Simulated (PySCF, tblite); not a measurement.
# C₆H₁₄N radical: geometry, infrared bands and EPR parameters

Aim: predict the infrared bands and EPR parameters of C₆H₁₄N radical (`CC[C@H](C)[C](C)N`).

The runs use tblite 0.8.0 and PySCF 2.14.0, with density-fitted response routines of our own; the level of theory stands in each step. All values are computed, except where a source is named. Atoms count from 0, in the outputs and in this text.

### 1 The starting structure

21 atoms, charge 0, multiplicity 2; geometry from: force field or distance geometry start.

Bonds of the start (Å): C0–C1 1.52, C1–C2 1.46, C2–C3 1.51, C2–C4 1.49, C4–C5 1.49, C4–N6 1.45, C0–H7 1.11, C0–H8 1.11, C0–H9 1.09, C1–H10 1.12, C1–H11 1.13, C2–H12 1.11, C3–H13 1.11, C3–H14 1.12, C3–H15 1.13, C5–H16 1.10, C5–H17 1.11, C5–H18 1.11, N6–H19 1.04, N6–H20 1.03.

### 2 Optimising the geometry with GFN2-xTB

What the job is given:

```
{"job": {"kind": "relax", "xc": "GFN2-xTB", "basis": "xTB"}, "charge": 0, "multiplicity": 2}
C      1.952000    -1.139800    -0.697200
C      1.476400    -0.173100     0.378800
C      0.280600     0.600100     0.041600
C     -0.101700     1.530700     1.174000
C     -0.940900    -0.141100    -0.373300
C     -1.506800    -1.099200     0.615000
N     -1.947500     0.680000    -1.024600
H      2.075400    -0.590200    -1.648400
H      1.261400    -1.997300    -0.823700
H      2.925300    -1.516100    -0.369500
H      1.464000    -0.635200     1.395100
H      2.312300     0.578700     0.441000
H      0.546400     1.283200    -0.794300
H     -0.226500     2.552600     0.764500
H      0.693700     1.507800     1.965600
H     -1.074000     1.214500     1.646500
H     -2.152500    -0.617300     1.369300
H     -2.125600    -1.827800     0.051300
H     -0.740400    -1.685800     1.163400
H     -2.614700     0.050600    -1.513800
H     -1.565900     1.441500    -1.607100
```

Launch:

```sh
$ OMP_NUM_THREADS=1 python probes_run.py task.json out
```

One launch serves the whole session: the jobs run in the order shown.

Output:

```text
step      E/eV     max force
  0    -620.89251    2.737
  1    -621.14297    0.796
  2    -621.20190    0.517
  3    -621.24880    0.580
  4    -621.28758    0.537
  5    -621.31342    0.333
  6    -621.32885    0.242
  7    -621.34055    0.199
  8    -621.34778    0.150
  9    -621.35331    0.185
 10    -621.35884    0.235
 11    -621.36496    0.223
 12    -621.37127    0.174
 13    -621.37765    0.182
 14    -621.38484    0.192
 15    -621.39320    0.257
 16    -621.40109    0.219
 17    -621.40730    0.180
 18    -621.41243    0.142
 19    -621.41775    0.173
 20    -621.42377    0.189
 21    -621.42914    0.140
 22    -621.43312    0.124
 23    -621.43642    0.147
 24    -621.43961    0.117
 25    -621.44212    0.114
 26    -621.44375    0.075
 27    -621.44490    0.086
 28    -621.44596    0.079
 29    -621.44700    0.070
 30    -621.44795    0.072
 31    -621.44892    0.080
 32    -621.45025    0.097
 33    -621.45227    0.134
 34    -621.45510    0.144
 35    -621.45839    0.130
 36    -621.46207    0.136
 37    -621.46618    0.151
 38    -621.47188    0.209
 39    -621.47727    0.219
 40    -621.48299    0.203
 41    -621.48817    0.189
 42    -621.49578    0.193
 43    -621.50124    0.232
 44    -621.51166    0.201
 45    -621.51632    0.333
 46    -621.51679    0.267
 47    -621.52326    0.132
 48    -621.52515    0.118
 49    -621.52966    0.107
 50    -621.53241    0.121
 51    -621.53521    0.087
 52    -621.53694    0.115
 53    -621.53817    0.106
 54    -621.53993    0.096
 55    -621.54278    0.093
 56    -621.54444    0.087
 57    -621.54519    0.078
 58    -621.54592    0.067
 59    -621.54682    0.058
 60    -621.54770    0.058
 61    -621.54840    0.050
 62    -621.54893    0.056
 63    -621.54943    0.056
 64    -621.54998    0.051
 65    -621.55048    0.045
 66    -621.55089    0.053
 67    -621.55127    0.043
 68    -621.55170    0.043
 69    -621.55211    0.035
 70    -621.55235    0.028
 71    -621.55249    0.024
 72    -621.55262    0.025
 73    -621.55278    0.032
 74    -621.55294    0.032
 75    -621.55310    0.031
 76    -621.55327    0.033
 77    -621.55350    0.033
 78    -621.55377    0.038
 79    -621.55403    0.043
 80    -621.55424    0.039
 81    -621.55444    0.035
 82    -621.55465    0.037
 83    -621.55485    0.035
 84    -621.55500    0.029
 85    -621.55515    0.028
 86    -621.55530    0.028
 87    -621.55544    0.033
 88    -621.55556    0.034
 89    -621.55567    0.028
 90    -621.55578    0.029
 91    -621.55591    0.026
 92    -621.55600    0.019
 93    -621.55605    0.015
 94    -621.55609    0.015
 95    -621.55615    0.018
 96    -621.55622    0.022
 97    -621.55630    0.021
 98    -621.55636    0.019
 99    -621.55644    0.021
100    -621.55652    0.017
101    -621.55660    0.018
102    -621.55665    0.016
103    -621.55669    0.020
104    -621.55674    0.020
105    -621.55680    0.018
106    -621.55686    0.020
107    -621.55691    0.019
108    -621.55696    0.019
109    -621.55704    0.025
110    -621.55718    0.034
111    -621.55739    0.035
112    -621.55761    0.026
113    -621.55779    0.029
114    -621.55792    0.025
115    -621.55803    0.020
116    -621.55812    0.019
117    -621.55819    0.016
118    -621.55825    0.016
119    -621.55833    0.025
120    -621.55845    0.031
121    -621.55860    0.035
122    -621.55878    0.035
123    -621.55897    0.029
124    -621.55918    0.033
125    -621.55938    0.033
126    -621.55957    0.029
127    -621.55976    0.027
128    -621.55995    0.031
129    -621.56012    0.028
130    -621.56023    0.022
131    -621.56029    0.014
132    -621.56031    0.009
```

Wall time 0.72 s (1 thread of Arm Neoverse V2, shared host).

Along the way: (not every step is listed)

```tsv
step	energy from step 0 (eV)	largest force (eV/Å)
0	0.0000	2.7374
1	-0.2505	0.7960
2	-0.3094	0.5168
3	-0.3563	0.5802
4	-0.3951	0.5375
5	-0.4209	0.3327
6	-0.4363	0.2417
7	-0.4480	0.1993
8	-0.4553	0.1496
19	-0.5252	0.1726
30	-0.5554	0.0724
41	-0.5957	0.1894
52	-0.6444	0.1146
63	-0.6569	0.0561
74	-0.6604	0.0324
85	-0.6626	0.0281
96	-0.6637	0.0215
107	-0.6644	0.0187
118	-0.6657	0.0162
127	-0.6672	0.0271
128	-0.6674	0.0309
129	-0.6676	0.0275
130	-0.6677	0.0220
131	-0.6678	0.0136
132	-0.6678	0.0095
```

Distances of close pairs at the start and the end, largest changes first:

```tsv
bond	before (Å)	after (Å)	change (Å)
C1–C2	1.463	1.539	+0.076
C4–N6	1.453	1.407	-0.046
C3–H15	1.126	1.087	-0.039
C3–H14	1.122	1.088	-0.034
C1–H11	1.126	1.092	-0.034
N6–H19	1.040	1.012	-0.028
C1–H10	1.116	1.091	-0.025
C2–C3	1.515	1.539	+0.025
```

The next job starts from the end point, and lists it.

### 3 Vibrational analysis with GFN2-xTB

What the job is given:

```
{"job": {"kind": "ir", "xc": "GFN2-xTB", "basis": "xTB"}, "charge": 0, "multiplicity": 2}
C      1.867550    -1.023491    -0.806819
C      1.483221    -0.194225     0.412045
C      0.264552     0.704438     0.134787
C     -0.020916     1.583638     1.365847
C     -0.932025    -0.091175    -0.277601
C     -1.634707    -0.990061     0.680167
N     -1.715130     0.432287    -1.322965
H      2.146964    -0.377358    -1.636919
H      1.025603    -1.638241    -1.118488
H      2.709311    -1.674213    -0.580822
H      1.258885    -0.858405     1.248644
H      2.326169     0.434808     0.706777
H      0.524045     1.370254    -0.697612
H     -0.881208     2.221034     1.177447
H      0.837950     2.212807     1.590486
H     -0.230617     0.963208     2.233198
H     -2.308589    -0.442215     1.352110
H     -2.241460    -1.721187     0.143297
H     -0.917062    -1.526824     1.296382
H     -2.398763    -0.222157    -1.680452
H     -1.172694     0.854021    -2.065279
```

Output:

```text
mode    cm-1     km/mol
  1      41.4      1.09
  2      93.1      1.05
  3     122.0      0.27
  4     161.5      3.62
  5     207.4      2.18
  6     224.5      0.75
  7     233.2      2.41
  8     268.1     14.92
  9     276.1     14.69
 10     359.5     10.38
 11     412.4      1.22
 12     458.7      7.04
 13     511.1      1.50
 14     755.7     19.60
 15     784.9    181.97
 16     839.5      4.25
 17     899.1      0.85
 18     974.1      7.64
 19     997.2      1.36
 20    1004.5      7.00
 21    1020.2     10.02
 22    1037.2      3.25
 23    1055.3      4.35
 24    1099.5      8.21
 25    1105.9      2.14
 26    1161.6      3.75
 27    1244.2      4.12
 28    1281.3      7.29
 29    1286.8     35.88
 30    1326.7     10.74
 31    1340.9      2.16
 32    1387.2     19.80
 33    1396.8      0.75
 34    1404.8      7.18
 35    1408.4      4.96
 36    1478.4      3.62
 37    1486.9      1.06
 38    1498.9      2.97
 39    1500.3      1.71
 40    1500.8      4.14
 41    1505.5      7.85
 42    1508.2      2.89
 43    1512.2     42.04
 44    2860.4     57.87
 45    2910.1     54.58
 46    2966.2     45.68
 47    2981.0     57.44
 48    2984.2     32.05
 49    3018.3     50.41
 50    3023.3     52.40
 51    3027.3     48.11
 52    3028.8     29.90
 53    3032.9     35.77
 54    3038.6     49.17
 55    3042.9     36.65
 56    3383.4      8.71
 57    3440.3      3.25
```

Wall time 0.57 s (1 thread of Arm Neoverse V2, shared host).

Which atoms move in the most intense modes:

```tsv
cm⁻¹	km/mol	atoms
785	182.0	H20 35 %, H19 33 %, N6 21 %
2860	57.9	H16 91 %
2910	54.6	H12 92 %
2981	57.4	H17 91 %
3018	50.4	H14 90 %
3023	52.4	H7 72 %, H8 12 %
3027	48.1	H8 67 %, H9 16 %
3039	49.2	H13 81 %, H15 10 %
```

### 4 g tensor and hyperfine couplings: B3LYP/pcH-1

Same as in step 3 but for these lines:

```diff
@@ -1,2 +1,2 @@
-{"job": {"kind": "ir", "xc": "GFN2-xTB", "basis": "xTB"}, "charge": 0, "multiplicity": 2}
+{"job": {"kind": "epr", "basis": "pcH-1"}, "charge": 0, "multiplicity": 2}
 C      1.867550    -1.023491    -0.806819
```

With the program's defaults for keys left out, this is: UKS B3LYP, pcH-1 on C H N, non-relativistic, mean-field spin-orbit, GIAO.

Output:

```text
UKS, coarse grid
  cycle   1  E = -291.72138113  |g| = 4.07e-01
  cycle   2  E = -291.68509510  |g| = 4.95e-01
  cycle   3  E = -291.80984515  |g| = 2.87e-02
  cycle   4  E = -291.81008603  |g| = 2.16e-02
  cycle   5  E = -291.81030682  |g| = 4.55e-03
  cycle   6  E = -291.81031956  |g| = 1.74e-03
  cycle   7  E = -291.81032059  |g| = 1.13e-03
  cycle   8  E = -291.81032142  |g| = 2.17e-04
UKS, final grid
  cycle   1  E = -291.81030094  |g| = 2.30e-04
  cycle   2  E = -291.81030092  |g| = 3.34e-04
  cycle   3  E = -291.81030097  |g| = 2.99e-05
  cycle   4  E = -291.81030097  |g| = 1.55e-05
E = -291.81030097 Eh   <S^2> = 0.7536 (exact 0.7500)
g shifts (ppm)      1          2          3
  rmc          -176       -176       -176
  gc             -3         43         31
  oz_so          -7        632        994
  total        -186        500        849
hyperfine (MHz)  atom isotope    a_iso     a_fc   dipolar eigenvalues
    0   13C       8.26       8.26     -1.63     -0.50      2.13
    1   13C      30.55      30.55     -2.64     -2.02      4.66
    2   13C     -20.04     -20.04     -1.90     -1.30      3.20
    3   13C      44.86      44.86     -4.07     -3.85      7.91
    4   13C     119.05     119.05    -74.19    -73.39    147.59
    5   13C     -19.51     -19.51     -2.15     -1.21      3.36
    6   14N      13.49      13.49    -10.14     -9.78     19.92
    7    1H       0.23       0.23     -2.05     -1.70      3.75
    8    1H       0.23       0.23     -6.39     -3.74     10.13
    9    1H      -0.40      -0.40     -1.64     -1.14      2.79
   10    1H      -1.90      -1.90     -3.11     -2.48      5.59
   11    1H      -0.20      -0.20     -2.32     -1.53      3.85
   12    1H       3.12       3.12     -4.98     -3.98      8.96
   13    1H      -2.63      -2.63     -4.07     -1.58      5.66
   14    1H      10.75      10.75     -2.91     -1.26      4.16
   15    1H      -2.45      -2.45     -3.66     -1.60      5.26
   16    1H     113.30     113.30     -3.92     -3.56      7.48
   17    1H      32.49      32.49     -5.08     -3.98      9.06
   18    1H      19.65      19.65     -5.40     -3.94      9.34
   19    1H      12.97      12.97    -11.36     -5.07     16.43
   20    1H      15.85      15.85    -11.37     -5.60     16.98
```

Wall time 80 s (1 thread of Arm Neoverse V2, shared host); peak memory 1 GiB.

Principal g values 2.00213, 2.00282, 2.00317; g(iso) = 2.00271, against 2.00232 for a free electron.

Hyperfine couplings; where a row names several nuclei, a(iso) is their mean (it holds for fast rotation or exchange) and the dipolar term the largest among them:

```tsv
nuclei	isotope	a(iso) (MHz)	a(iso) (G, at g = 2.0023)	largest dipolar term (MHz)
C4	13C	119.0	42.5	147.6
H16, H17, H18	1H	55.1	19.7	9.3
C3	13C	44.9	16.0	7.9
C1	13C	30.5	10.9	4.7
C2	13C	-20.0	-7.2	3.2
C5	13C	-19.5	-7.0	3.4
H19, H20	1H	14.4	5.1	17.0
N6	14N	13.5	4.8	19.9
C0	13C	8.3	2.9	2.1
H12	1H	3.1	1.1	9.0
H10	1H	-1.9	-0.7	5.6
H13, H14, H15	1H	1.9	0.7	5.7
H11	1H	-0.2	-0.1	3.8
H7, H8, H9	1H	0.0	0.0	10.1
```

Mulliken spin populations:

C0 0.00; C1 0.02; C2 -0.06; C3 0.04; C4 0.84; C5 -0.07; N6 0.13; H7 0.00; H8 0.00; H9 0.00; H10 0.00; H11 0.00; H12 0.00; H13 0.00; H14 0.01; H15 0.00; H16 0.07; H17 0.01; H18 0.01; H19 0.00; H20 0.00

In first order the couplings over 0.8 MHz of 1H, 14N give 360 distinct lines over 82.8 G, if the averaged nuclei exchange fast.

The fields below are evaluated on a grid from the run's orbitals.

ELF in a plane through or near 5 of the atoms.

Ten even steps from ' ' (0.00) to '@' (1.00):
```
                                                        
                                                        
                                                        
                    ..==++--..                          
                    ::##%%++--....                      
                      **####****++::..                  
          ..**@@%%==    ==++==****==::                  
          ==@@@@@@@@++  ::****++--..                    
          ..%%@@@@@@******++++--                        
              --**==++**%%++****++==......              
            ..::##%%**++++++##====##--..                
        ==####**::==##::  ==##++==##--..                
      ..**%%@@##::--%%%%..--##%%++::                    
        --****==++%%@@@@++  ::--..                      
              ..--##@@@@++                              
                  ::++++..                              
                                                        
                                                        
                                                        
                                                        
```
The map spans 11.1 Å across and 10.6 Å up, centred on the molecule. Atoms in the plane (x, y in Å): C0 (-2.1, -1.1), C1 (-1.5, 0.3), C4 (0.9, -0.5), H8 (-1.3, -1.8), H11 (-2.2, 1.1).

log10 of the density (e/Å³) in the same plane.

Ten even steps from '0' (-4.0) to '9' (1.3):
```
0000000000000000000000000000
0000000000000110000000000000
0000000000122222211000000000
0000000011234444332210000000
0000000122345555543210000000
0000012233456777654321000000
0000123455456788764421000000
0000235677656777654332100000
0001235678777776554443210000
0001235677987777665544310000
0012345677776777776554320000
0023456788765677876544210000
0023457799765566665543210000
0012455677775445555443210000
0001234455654333333332100000
0000122333433221222221000000
0000001122221100001100000000
0000000000000000000000000000
0000000000000000000000000000
0000000000000000000000000000
```
The map spans 11.1 Å across and 10.6 Å up, centred on the molecule. Atoms in the plane (x, y in Å): C0 (-2.1, -1.1), C1 (-1.5, 0.3), C4 (0.9, -0.5), H8 (-1.3, -1.8), H11 (-2.2, 1.1).

On the surface of density 0.002 e/bohr³ the electrostatic potential runs, from the 1st to the 99th percentile, from -1.22 V near N6 to 1.50 V near H19.

The spin density lies nearest to C4 58 %; N6 14 %.

### 5 Results

| quantity | value |
| --- | --- |
| strongest single infrared mode (GFN2-xTB) | 785 cm⁻¹, 182 km/mol |
| zero-point energy (GFN2-xTB) | 118.5 kcal/mol |
| g(iso) (B3LYP) | 2.00271 |
| ⟨S²⟩ | 0.754 (exact 0.75) |
| largest a(iso) (averaged by class) | 13C on C4, 119.0 MHz |
| surface potential, 1st and 99th percentile | -1.22 V and 1.50 V |

In words: The optimisation took 132 steps and gained 0.668 eV; among the close pairs (by a distance rule), C1–C2 changed most, from 1.463 to 1.539 Å. All 57 modes are real, so the xTB geometry is a minimum. The strongest single mode, at 785 cm⁻¹, is carried by H20, H19, N6. Unscaled tight-binding wavenumbers are off by several per cent, some by more. Its intensities can rank the bands wrongly. C4 carries the largest spin population, 0.84 e. The isotropic g lies 0.4 ppt above the free-electron value.
